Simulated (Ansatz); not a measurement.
# Au: a surface, (100), 4 layers

What do the surfaces of Au (100), 4 layers cost, and how tightly do they hold an electron? Methods of the runs shown: PAW. Its runs: bulk cell relaxed (PAW); bulk in the slab's orientation (PAW); the reference run (PAW); atoms relaxed (PAW); spin-orbit coupling on (PAW); core holes in 4f of Au (PAW).

Method: DFT PBE, with the methods named in each step, in Ansatz 0.2.0.

### 1 The starting structure

Symmetry: Fm-3m, No. 225, cubic system. The conventional cell has a = 4.157 Å, b = 4.157 Å, c = 4.157 Å, α = 90.00°, β = 90.00°, γ = 90.00°. Au (site symmetry m-3m) is surrounded by 12 Au at 2.94 Å.

Structure file:

```xyz
1
Lattice="0.0000 2.0783 2.0783 2.0783 0.0000 2.0783 2.0783 2.0783 0.0000" Properties=species:S:1:pos:R:3 pbc="T T T"
Au    0.0000    0.0000    0.0000
```

### 2 Bulk cell relaxed, PAW

File input.yaml:

```yaml
crystal:
  lattice:
    - [0.0, 2.0782718017, 2.0782718017]
    - [2.0782718017, 0.0, 2.0782718017]
    - [2.0782718017, 2.0782718017, 0.0]
  atoms:
    - { symbol: Au, position: [0.0, 0.0, 0.0] }
kpoints:
  mp_grid: { grid: [18, 18, 18] }
scf:
  occupations: { method: fermi_dirac, width: 0.05 }
hamiltonian:
  xc: pbe
  pseudopotentials: { kind: paw }
output:
  forces: true
  stress: true
  write_density: true
  write_potential: true
  elf: true
  volumetric_format: npy
relax:
  f_tol: 0.005
  max_steps: 40
  cell: {}
```

Command:

```console
> ansatz run input.yaml --threads 1 --pin off --max-ram 3584MiB --backend cpu --events-out ev --progress --plain --runs-dir out
```

Further steps of the session: Bulk in the slab's orientation, PAW; Slab as cut, PAW; Atoms relaxed, PAW; Spin-orbit coupling on, PAW; Core holes in 4f of Au, PAW.

**Question.** What will these runs give? Wanted: surface energy; work function; outer layer spacing; core-level shifts among the layers.

The runs gave:

| quantity | value |
| --- | --- |
| surface energy (PAW, relaxed) | 0.87 J/m² |
| work function (PAW, relaxed) | 5.06 eV |
| outer layer spacing (PAW) | 2.08 → 2.05 Å |
| core-level shifts among the layers (PAW holes) | Au1 +0.00, Au2 +0.33 eV |

In words: By PAW the surface costs 0.88 J/m² as cut and 0.87 J/m² relaxed. The outermost spacing changes by -1.4 % (PAW). Spin-orbit coupling on moves the work function by +0.02 eV (PAW). Thickness wasn't converged, and no reconstruction was sought.
